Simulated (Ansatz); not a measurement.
Predict the output of the script below (Ansatz's Python interface).

Script `scan_fh3sesn.py`:
```python
"""Potential curve of FH3SeSn along one bond."""

import ansatz as az
import numpy as np

geometry_ang = [
    ("F", (-1.9657, -0.0024, -0.4928)),
    ("Sn", (-0.1147, -0.3512, -0.5043)),
    ("Se", (0.806, 0.0648, 1.8146)),
    ("H", (0.2162, -2.0114, -0.9538)),
    ("H", (0.7011, 0.6862, -1.6716)),
    ("H", (0.3992, 1.5499, 1.7617)),
]
fh3sesn = az.Crystal.molecule()
for symbol, xyz in geometry_ang:
    fh3sesn = fh3sesn.atom(symbol, xyz)

symbols = [site.symbol for site in fh3sesn.cartesian_sites]
start = np.array([site.position_ang for site in fh3sesn.cartesian_sites])
axis = (start[0] - start[1]) / np.linalg.norm(start[0] - start[1])
moving = [0]
lengths, energies = [1.6, 1.73, 1.88, 2.07, 2.35, 2.83, 3.39, 4.14], []
for length in lengths:
    xyz = start.copy()
    xyz[moving] += (length - np.linalg.norm(start[0] - start[1])) * axis
    point = az.Crystal.molecule()
    for symbol, place in zip(symbols, xyz):
        point = point.atom(symbol, place.tolist())
    calc = point.calculation().basis(gaussian="def2-SVP").functional("pbe")
    r = calc.run().report
    energies.append(r["free_energy_ev"])
    print(f"r = {length:6.3f} A  E = {energies[-1]:.5f} eV  <S^2> = {abs(r['mean_field']['state']['spin_squared']):.3f}")

print("energy above the lowest point (eV):", [round(e - min(energies), 3) for e in energies])
```

```console
$ python scan_fh3sesn.py
r =  1.600 A  E = -73922.09317 eV  <S^2> = 0.000
r =  1.730 A  E = -73923.96846 eV  <S^2> = 0.000
r =  1.880 A  E = -73924.76760 eV  <S^2> = 0.000
r =  2.070 A  E = -73924.74428 eV  <S^2> = 0.000
r =  2.350 A  E = -73923.94625 eV  <S^2> = 0.000
r =  2.830 A  E = -73922.41459 eV  <S^2> = 0.000
r =  3.390 A  E = -73921.19776 eV  <S^2> = 0.000
r =  4.140 A  E = -73920.35597 eV  <S^2> = 0.000
energy above the lowest point (eV): [2.674, 0.799, 0.0, 0.023, 0.821, 2.353, 3.57, 4.412]
```

Caveats:
- Total energies depend on the basis set; only differences at equal settings carry meaning.
- The rest of the molecule is held rigid at a force-field or estimated start geometry, and the basis set is modest; single-reference methods fail as a bond breaks.
- def2 sets replace the cores of elements past krypton by effective core potentials.
- The orbitals are restricted, so S² is zero by construction.
- Toward dissociation an unrestricted state can lie under the restricted one, by tenths of an eV for polar bonds under a functional and by 1 to 2 eV or more for others.
- Run time: 12 s on 1 thread of Intel(R) Xeon(R) Processor @ 2.30GHz, with other jobs on the host, peak memory 0.23 GiB.
